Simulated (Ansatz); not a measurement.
# TaSnO3: the cost of one run

Program: Ansatz 0.2.0. Level of theory: DFT PBEsol+U (U_eff = 5 eV on Ta d), plane waves, PAW, no spin–orbit coupling unless a run says so. These are calculated values, not measurements.

### 1 Starting point

It takes space group Pm-3m (No. 221, cubic). The conventional cell has a = 3.880 Å, b = 3.880 Å, c = 3.880 Å, α = 90.00°, β = 90.00°, γ = 90.00°. Ta (site symmetry m-3m) is surrounded by 6 O at 1.94 Å. Sn (site symmetry m-3m) has 12 O at 2.74 Å as nearest neighbours. Around O (site symmetry 4/mmm) lie 2 Ta at 1.94 Å and 4 Sn at 2.74 Å.

Structure file:

```cif
data_structure
_symmetry_space_group_name_H-M 'P 1'
_symmetry_Int_Tables_number 1
_cell_length_a 3.8800
_cell_length_b 3.8800
_cell_length_c 3.8800
_cell_angle_alpha 90.000
_cell_angle_beta 90.000
_cell_angle_gamma 90.000
_cell_volume 58.41
loop_
_atom_site_label
_atom_site_type_symbol
_atom_site_fract_x
_atom_site_fract_y
_atom_site_fract_z
_atom_site_occupancy
Ta1 Ta 0.50000 0.50000 0.50000 1
Sn1 Sn 0.00000 0.00000 0.00000 1
O1 O 0.00000 0.50000 0.50000 1
O2 O 0.50000 0.00000 0.50000 1
O3 O 0.50000 0.50000 0.00000 1
```

An earlier series on this cell reached its lowest free state from «ferromagnetic start, free, natural orbitals of the symmetric run filled by rank», perhaps among other starts.

### 2 Spin-orbit coupling, direction held

The input, input.yaml:

```yaml
crystal:
  lattice:
    - [3.88000062, 0.0, 0.0]
    - [0.0, 3.88000062, 0.0]
    - [0.0, 0.0, 3.88000062]
  atoms:
    - { symbol: Ta, position: [0.5, 0.5, 0.5], spin: 1.0, spin_axis: [0.57735, 0.57735, 0.57735] }
    - { symbol: Sn, position: [0.0, 0.0, 0.0] }
    - { symbol: O, position: [0.0, 0.5, 0.5] }
    - { symbol: O, position: [0.5, 0.0, 0.5] }
    - { symbol: O, position: [0.5, 0.5, 0.0] }
basis:
  ecutwfc: 420
  ecutrho_ratio: 4
kpoints:
  mp_grid: { grid: [5, 5, 5] }
hamiltonian:
  xc: pbesol
  hubbard:
    sites:
      - { site: 0, l: d, u_eff: 5.0, starting_ns: [{ occupation_matrix: s0 }] }
    occupation_matrices:
      s0:
        spinor_matrix:
          - [[0.02, 0.0], [0.0, 0.0], [0.0, 0.0], [0.0, 0.0], [0.0, 0.0], [0.0, 0.0], [0.0, 0.0], [0.0, 0.0], [0.0, 0.0], [0.0, 0.0]]
          - [[0.0, 0.0], [0.02, 0.0], [0.0, 0.0], [0.0, 0.0], [0.0, 0.0], [0.0, 0.0], [0.0, 0.0], [0.0, 0.0], [0.0, 0.0], [0.0, 0.0]]
          - [[0.0, 0.0], [0.0, 0.0], [0.02, 0.0], [0.0, 0.0], [0.0, 0.0], [0.0, 0.0], [0.0, 0.0], [0.0, 0.0], [0.0, 0.0], [0.0, 0.0]]
          - [[0.0, 0.0], [0.0, 0.0], [0.0, 0.0], [0.02, 0.0], [0.0, 0.0], [0.0, 0.0], [0.0, 0.0], [0.0, 0.0], [0.0, 0.0], [0.0, 0.0]]
          - [[0.0, 0.0], [0.0, 0.0], [0.0, 0.0], [0.0, 0.0], [0.76924, 0.0], [0.0, 0.0], [0.0, 0.0], [0.0, 0.0], [0.0, 0.0], [0.27424, -0.27424]]
          - [[0.0, 0.0], [0.0, 0.0], [0.0, 0.0], [0.0, 0.0], [0.0, 0.0], [0.02, 0.0], [0.0, 0.0], [0.0, 0.0], [0.0, 0.0], [0.0, 0.0]]
          - [[0.0, 0.0], [0.0, 0.0], [0.0, 0.0], [0.0, 0.0], [0.0, 0.0], [0.0, 0.0], [0.02, 0.0], [0.0, 0.0], [0.0, 0.0], [0.0, 0.0]]
          - [[0.0, 0.0], [0.0, 0.0], [0.0, 0.0], [0.0, 0.0], [0.0, 0.0], [0.0, 0.0], [0.0, 0.0], [0.02, 0.0], [0.0, 0.0], [0.0, 0.0]]
          - [[0.0, 0.0], [0.0, 0.0], [0.0, 0.0], [0.0, 0.0], [0.0, 0.0], [0.0, 0.0], [0.0, 0.0], [0.0, 0.0], [0.02, 0.0], [0.0, 0.0]]
          - [[0.0, 0.0], [0.0, 0.0], [0.0, 0.0], [0.0, 0.0], [0.27424, 0.27424], [0.0, 0.0], [0.0, 0.0], [0.0, 0.0], [0.0, 0.0], [0.22076, 0.0]]
    ns_hold: { iters: 8 }
scf:
  occupations: { method: gaussian, width: 0.05 }
  lower_state_search: "off"
  max_iter: 150
output:
  forces: true
  stress: true
  eigenvalues: true
  populations: true
  hubbard: { sites: [{ site: 0, l: d }] }
magnetization:
  noncollinear: true
  spin_orbit: true
  spin_locking: { lock_directions: true }
```

The typed matrices are held for 8 cycles. The lock stays on to the end, so the result is a constrained state. This run includes spin–orbit coupling.

Launch:

```sh
$ ansatz run input.yaml --threads 4 --pin off --max-ram 6144MiB --backend cpu --events-out ev --progress --plain --runs-dir out
```

Q: Estimate wall time and peak memory on 4 threads of Arm Neoverse V1, shared host.

About 98 s, with a peak of 0.92 GiB.
